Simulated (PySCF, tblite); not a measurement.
**CH₁₁ClSi₄: geometry, infrared bands and NMR shifts**

What infrared bands and NMR shifts should CH₁₁ClSi₄ (`C[Si@]([SiH3])(Cl)[SiH2][SiH3]`) show?

The runs use tblite 0.8.0 and PySCF 2.14.0, with density-fitted response routines of our own; the level of theory stands in each step. All values are computed, except where a source is named. Atoms count from 0, in the outputs and in this text.

## (1) The molecule as given

17 atoms, charge 0, multiplicity 1; geometry from: force field or distance geometry start.

Bonds of the start (Å): C0–Si1 1.87, Si1–Si2 2.24, Si1–Cl3 2.10, Si1–Si4 2.23, Si4–Si5 2.23, C0–H6 1.13, C0–H7 1.10, C0–H8 1.11, Si2–H9 1.47, Si2–H10 1.45, Si2–H11 1.48, Si4–H12 1.47, Si4–H13 1.48, Si5–H14 1.46, Si5–H15 1.47, Si5–H16 1.48.

## (2) Optimising the geometry with GFN2-xTB

The job: settings as JSON, then the geometry in Å.

```
{"job": {"kind": "relax", "xc": "GFN2-xTB", "basis": "xTB"}, "charge": 0, "multiplicity": 1}
C     -0.692000     1.390300    -0.997600
Si    -0.593300     0.472400     0.625200
Si    -2.548600    -0.595000     0.809400
Cl    -0.422900     1.961200     2.100400
Si     1.120500    -0.959600     0.678100
Si     2.738100    -0.404300    -0.757000
H     -1.488700     2.180400    -0.872600
H      0.279000     1.807200    -1.294300
H     -1.034700     0.705300    -1.801600
H     -2.625200    -1.492700    -0.349300
H     -2.692900    -1.341500     2.049600
H     -3.643700     0.389900     0.631200
H      1.676600    -0.929600     2.042400
H      0.646600    -2.326700     0.376300
H      2.220200    -0.456600    -2.118900
H      3.834200    -1.368500    -0.591100
H      3.219800     0.979800    -0.540100
```

On the command line:

```bash
$ OMP_NUM_THREADS=1 python probes_run.py task.json out
```

The driver reads the jobs from task.json and runs them one after another.

**Question.** This job is followed by: GFN2-xTB harmonic vibrations, gas phase; GIAO PBE0/pcSseg-1 NMR shielding, non-relativistic, gas phase. Predict these results of the whole session: strongest single infrared mode (GFN2-xTB); zero-point energy (GFN2-xTB); ¹³C shifts against TMS (PBE0/pcSseg-1); ¹H shifts against TMS (PBE0/pcSseg-1, means over atoms taken as alike); ²⁹Si shifts against TMS (PBE0/pcSseg-1); ³⁵Cl shifts against HCl (PBE0/pcSseg-1).

The runs gave:

| quantity | value |
| --- | --- |
| strongest single infrared mode (GFN2-xTB) | 761 cm⁻¹, 1027 km/mol |
| zero-point energy (GFN2-xTB) | 64.1 kcal/mol |
| ¹³C shifts against TMS (PBE0/pcSseg-1) | 8.1 ppm |
| ¹H shifts against TMS (PBE0/pcSseg-1, means over atoms taken as alike) | 3.65, 3.65, 3.56, 3.39, 0.66 ppm |
| ²⁹Si shifts against TMS (PBE0/pcSseg-1) | 15.7, -105.1, -117.6, -118.9 ppm |
| ³⁵Cl shifts against HCl (PBE0/pcSseg-1) | -29 ppm |

In words: The optimisation took 159 steps and gained 0.500 eV; among the close pairs (by a distance rule), Si1–Si4 changed most, from 2.234 to 2.343 Å. No mode is imaginary among the 45: a minimum at this level. The strongest single mode, at 761 cm⁻¹, has its largest shares on H10, H11 and H9 (the list is cut at 3 atoms). GFN2-xTB is a fitted tight-binding method: band positions and strengths are rough. Its intensities can rank the bands wrongly.
